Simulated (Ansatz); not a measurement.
# AlClGaH: the cost of one run

Program: Ansatz 0.2.0, Gaussian basis. Level of theory: the settings change from run to run. These are calculated values, not measurements.

21 further runs of the same task are left out: 1 for a known fault of the program, 7 that didn't finish, 13 set aside as unsound or not needed. Runs told in other sessions of the task aren't counted.

### Step 1. The geometry

The geometry is a PBE0/def2-TZVP stationary point (not a proven minimum) of the parent state, kept for this charge and spin. No spin-orbit coupling is included. The filled d shell of Ga may be among the frozen orbitals whatever the setting's name suggests.

4 atoms, charge 0, spin multiplicity 3.

Atoms are counted from 1 here; the program's logs count them from 0.

Bond lengths: Al1–Ga2 2.726 Å, Al1–H4 1.642 Å, Ga2–Cl3 2.183 Å. Angles: Ga2–Al1–H4 96.0°, Al1–Ga2–Cl3 137.1°.

### Step 2. BCCD on UHF/def2-SVP

in.yaml reads:

```yaml
crystal:
  periodic: [false, false, false]
  atoms:
    - {symbol: Al, position_ang: [0.000000, -0.534823, 2.550449]}
    - {symbol: Ga, position_ang: [0.000000, 0.411320, -0.006530]}
    - {symbol: Cl, position_ang: [0.000000, -0.428549, -2.021345]}
    - {symbol: H, position_ang: [0.000000, 0.937760, 3.277007]}
basis:
  gaussian: {orbitals: def2-SVP}
magnetization: {spin_polarized: true, initial_magnetization: 2}
hamiltonian: {pseudopotentials: {relativity: scalar}}
correlation: {method: bccd, electrons: outside_noble_gas}
accuracy: high
scf: {lower_state_search: off}
```

The run is started by

```
> ansatz run in.yaml --threads 1 --pin off --events-out ev --progress --plain --max-ram 2393MiB
```

**Question.** How long does this run take on 1 thread of Arm Neoverse V2, shared host, and how much memory does it need?

About 6.5 s, with a peak of 0.34 GiB.
